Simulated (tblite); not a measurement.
# C4H11ClOSi2: the cost of one run

Programs: tblite 0.8.0 and PySCF 2.14.0, with density-fitted response routines of our own. Each step states its level of theory. These are calculated values for one molecule, in the gas phase or a continuum, unless marked as measured. Atoms are numbered from 0 throughout.

## Step 1: The molecule as given

19 atoms, charge 0, multiplicity 1; geometry from: force field or distance geometry start.

Bonds of the start (Å): Cl0–Si1 2.09, Si1–O2 1.72, O2–Si3 1.74, Si3–C4 1.86, C4–C5 1.53, C5–C6 1.51, C6–C7 1.53, C7–C4 1.50, Si1–H8 1.47, Si1–H9 1.46, Si3–H10 1.47, Si3–H11 1.48, C4–H12 1.12, C5–H13 1.09, C5–H14 1.11, C6–H15 1.10, C6–H16 1.11, C7–H17 1.10, C7–H18 1.10.

## Step 2: Optimising the geometry with GFN2-xTB

The job: settings as JSON, then the geometry in Å.

```
{"job": {"kind": "relax", "xc": "GFN2-xTB", "basis": "xTB"}, "charge": 0, "multiplicity": 1}
Cl     5.199400    -1.356300     0.102300
Si     3.537200    -0.109700     0.369000
O      2.128300    -1.025200     0.003300
Si     0.830500     0.120300     0.189300
C     -0.829600    -0.615000    -0.201700
C     -1.638000     0.472000    -0.917400
C     -2.570100     0.457600     0.270400
C     -1.805100    -0.690600     0.932600
H      3.389600     0.341900     1.758800
H      3.662600     1.071200    -0.479800
H      1.096900     1.180700    -0.792400
H      0.816700     0.682400     1.562400
H     -0.813200    -1.580000    -0.760100
H     -2.044600     0.108000    -1.866100
H     -1.135900     1.464500    -0.973300
H     -3.596100     0.209000    -0.044200
H     -2.480300     1.352400     0.921500
H     -1.384600    -0.441700     1.922200
H     -2.373400    -1.632300     1.025800
```

Command:

```console
$ OMP_NUM_THREADS=1 python probes_run.py task.json out
```

This one command runs all jobs of the session in turn.

**Question.** How long does this first job take on 1 thread of Arm Neoverse V2, shared host, and how much memory does it need?

About 1.7 s, with a peak of 0.18 GiB.
